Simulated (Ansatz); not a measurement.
Turn this script for Ansatz 0.2.0, Python API into the input file that the command-line program reads.

Script `run_lapw.py`:
```python
'''VH with all its electrons on LAPW.'''

import ansatz as az
import pandas as pd


def main() -> None:
    xtal = (
        az.Lattice.fcc(3.92751)
        .space_group(225)
        .atom('V', (0.0, 0.0, 0.0))
        .atom('H', (0.5, 0.0, 0.0))
        .primitive()
        .moments(V=2.0)
    )

    base = xtal.calculation()
    base = base.functional('pbesol')
    base = base.kpoints(14, 14, 14)
    base = base.occupations(az.OccupationsMethod.FERMI_DIRAC, width=0.1)
    base = base.spin('collinear')
    base = base.pseudopotentials('all_electron', lapw=True)
    base = base.forces()
    planned = base.session().plan(threads=1)
    facts = planned.describe()
    print('plan:', facts['n_bands'], 'bands,', len(facts['kpoints_frac']), 'k-points, plane waves', facts['n_pw_range'], 'grid', facts['fft_dense'])
    res = planned.execute()
    report = res.report

    print(f'free energy      {report["free_energy_ev"]:.5f} eV')
    print(f'per atom         {report["free_energy_ev"] / len(res.lattice.sites):.5f} eV')
    print(f'SCF iterations   {report["n_iterations"]}  (converged: {report["converged"]})')

    print('site moments (muB):', [round(m, 2) for m in report['site_moments_mub']])
    print('electrons up, down:', [round(n, 3) for n in report['spin_occupation_sums']])

    # forces, one row an atom
    table = pd.DataFrame(report['forces_ev_ang'], columns=['fx', 'fy', 'fz'])
    table.insert(0, 'atom', [site['symbol'] for site in report['lattice']['sites']])
    print(table.round(4).to_string())

    errors = report['lapw_basis_errors']
    print(f'estimated basis error {1000 * errors["total_ev_per_atom"]:.3f} meV/atom, target {1000 * errors["basis_error_target_ev_per_atom"]:.3f}')
    for sphere in errors['spheres']:
        print(f'  {sphere["species"]:2s} muffin-tin radius {sphere["muffin_tin_radius_ang"]:.3f} A, core shells {sphere["core_shells"]}')


if __name__ == '__main__':
    main()
```

```console
$ python run_lapw.py
plan: 12 bands, 104 k-points, plane waves [181, 210] grid [18, 18, 18]
RunWarning: the starting moments were not kept: the SCF closed with an absolute magnetisation of 2.5e-7 μB, where they sum to 2 μB in size (1 site). That is at most 0.1 of that sum. Measured as dr2_m measures the in/out step, that magnetisation stands 1.0e-14 eV from none, at or under the dr2_threshold of 1.0e-7 eV: it is no larger than a step whose dr2_m would equal this threshold. The system may hold no moment; this SCF shows only that its start led to no more than that. To try another start: [...]
free energy      -25821.10464 eV
per atom         -12910.55232 eV
SCF iterations   10  (converged: True)
site moments (muB): [0.0, -0.0]
electrons up, down: [7.0, 7.0]
  atom   fx   fy   fz
0    V  0.0 -0.0  0.0
1    H -0.0 -0.0 -0.0
estimated basis error 0.089 meV/atom, target 0.250
  H  muffin-tin radius 0.700 A, core shells 0
  V  muffin-tin radius 1.263 A, core shells 3
```
(Warnings from the package without file and line, shortened.)

`input.yaml`:
```yaml
crystal:
  lattice:
    bravais: fcc
    a: 3.92751
  space_group: 225
  atoms:
    - { symbol: V, position: [0.0, 0.0, 0.0] }
    - { symbol: H, position: [0.5, 0.0, 0.0] }
  reduce_to_primitive: true
kpoints:
  mp_grid:
    grid: [14, 14, 14]
hamiltonian:
  xc: pbesol
  pseudopotentials:
    kind: all_electron
    lapw: {}
magnetization:
  spin_polarized: true
  per_species:
    V: 2.0
scf:
  occupations:
    method: fermi_dirac
    width: 0.1
output:
  forces: true
```

Reading the output:
- All-electron totals depend on functional, relativistic treatment and basis; only differences at equal settings carry meaning.
- The SCF didn't keep the moments it started from (some shrank, vanished or turned); what is printed is the state reached.
- The structure comes from a database of computed cells and needn't be a stable or known phase.
- It ran for 23 s on 1 thread of Arm Neoverse V1 (shared host), peak memory 0.55 GiB.

(Lines on the test bed's own set-up are left out of the output.)
